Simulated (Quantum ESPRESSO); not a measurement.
**Ti3S2: Wannier functions under several settings**

```
CELL_PARAMETERS angstrom
2.71311 1.56642 3.23762
-2.71311 1.56642 3.23762
0.00000 -3.13283 3.23762
ATOMIC_POSITIONS crystal
Ti 0.00000 0.33565 0.66434
Ti 0.66434 0.00000 0.33565
Ti 0.33565 0.66434 0.00000
S 0.16784 0.16784 0.16784
S 0.83216 0.83216 0.83216
```

The cell comes from a database or a generator and needn't be the stable form of this composition.

All runs used Quantum ESPRESSO 7.5; potentials GBRV 1.5 PBE; k mesh 5 × 5 × 5; given cell; no spin polarisation; cutoff 612 eV; occupations fermi-dirac, width 0.05 eV.

```tsv
level	start	Wannier mesh	spread a function (Å²)	RMS miss of the bands (meV)
PBE	atomic projections with disentanglement	4 × 4 × 4	?	?
PBE	atomic projections with disentanglement, not minimised	4 × 4 × 4	2.96	43
PBE	SCDM with an erfc weight	4 × 4 × 4	2.37	20
```

What stands in the row left open?

Spread a function 1.01 Å²; RMS miss of the bands 3 meV.

Caveats: the Wannier minimisation didn't converge (some runs).

For the row left open. Caveat: the Wannier minimisation didn't converge.
